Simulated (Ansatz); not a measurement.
Here is an Ansatz 0.2.0 calculation.

File input.yaml:

```yaml
crystal:
  lattice:
    - [7.28959, -2.10433, 0.01772]
    - [7.28959, 2.10433, 0.01772]
    - [-2.53315, 0.0, 7.281]
  atoms:
    - { symbol: Cs, position: [0.5, 0.5, 0.0] }
    - { symbol: Li, position: [0.0, 0.0, 0.5] }
    - { symbol: Cr, position: [0.3287, 0.3287, 0.433], spin: 3.0 }
    - { symbol: Cr, position: [0.6713, 0.6713, 0.567], spin: 3.0 }
    - { symbol: Te, position: [0.80672, 0.80672, 0.17427] }
    - { symbol: Te, position: [0.19328, 0.19328, 0.82573] }
    - { symbol: S, position: [0.16358, 0.16358, 0.39713] }
    - { symbol: S, position: [0.83642, 0.83642, 0.60287] }
    - { symbol: S, position: [0.5, 0.5, 0.5] }
hamiltonian:
  xc: { exchange: pbe, correlation: pbe, exx: { coeff: 0.25, omega: 0.3 } }
  pseudopotentials: { kind: paw }
magnetization:
  spin_polarized: true
kpoints:
  mp_grid: { grid: [3, 3, 2] }
scf:
  occupations: { method: fermi_dirac, width: 0.05 }
output:
  forces: true
  stress: true
  eigenvalues: true
```

Potentials or basis: Ansatz PAW.

The run is started by

```console
$ ansatz run input.yaml --threads 8 --pin off --max-ram 20480MiB --backend cpu --events-out ev --progress --plain --runs-dir out
```

Q: What does it give for the net moment?

A: 6.39 μB per cell.

Q: Estimate the pressure.

A: 0.6 GPa.

Stress tensor (GPa, compression positive):
```
 1.67  0.00  0.01
 0.00  1.36  0.00
 0.01  0.00 -1.14
```

Caveat: the k mesh is coarse (spacing up to 0.52 Å⁻¹), so the values aren't converged, least of all with exact exchange; the magnetic or orbital state may not be the lowest; the PAW data sets come from PBE, with cores solved anew for the run's functional, which leaves a small shift of forces and pressure; the thresholds are loose for stress. The run has no spin-orbit coupling, so splittings on Cs, Te are missing.
